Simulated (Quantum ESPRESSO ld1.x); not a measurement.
# Ir³⁺ in [Xe] 4f14 5d6: an all-electron calculation

Aim: the levels, the sizes of the orbitals and the parts of the energy of the iridium ion Ir3+.

Program: Quantum ESPRESSO ld1.x 7.5. Level of theory: Dirac Kohn-Sham, revPBE, spin-unpolarised, spherical densities, point nucleus; open shells fill j = l - 1/2 first. These are calculated values, not measurements, unless marked.

**1. The atom as given**

| Quantity | Value |
| --- | --- |
| element | iridium (Z = 77) |
| charge | +3 |
| electrons | 74 |
| configuration | [Xe] 4f14 5d6 |

**2. Self-consistent calculation**

File ld1.in:

```fortran
 &input
    zed=77.0,
    iswitch=1,
    rel=2,
    dft='REVPBE',
    config='[Xe] 4f14 5d6 6s0 6p0 5f0 6d0',
    rel_dist='energy',
    verbosity='high',
    lsmall=.true.,
    prefix='ld1',
    max_out_wfc=37,
    file_charge='ld1.rho',
 /
```

On the command line:

```bash
$ OMP_NUM_THREADS=1 ld1.x < ld1.in > ld1.out
```

**Question.** What will this run give?

As calculated:

| quantity | value |
| --- | --- |
| total energy | -17856.37 hartree |
| exchange-correlation share of it | 1.95 % |
| −T/E | 1.1400 |
| highest occupied level | 5d5/2, -35.981 eV |
| most extended occupied level | 5d5/2, <r> = 1.57 bohr |
| radius at density 0.001 e/bohr³ | 3.36 bohr |
| maxima of the radial density | 4 |
| ionisation energy, NIST | 40 (theory) eV |

5 principal shells are occupied and 4 maxima appear in the radial density; where shells overlap, one shows as a shoulder or not at all. −T/E is 1.140: with relativity the kinetic term as defined here no longer equals −E. Minus the highest eigenvalue, 35.981 eV, is 90 % of the tabulated ionisation energy (40 eV); the potential of a semilocal functional falls off too fast, so its top eigenvalue is too shallow. Spin polarisation and multiplet splitting are left out.
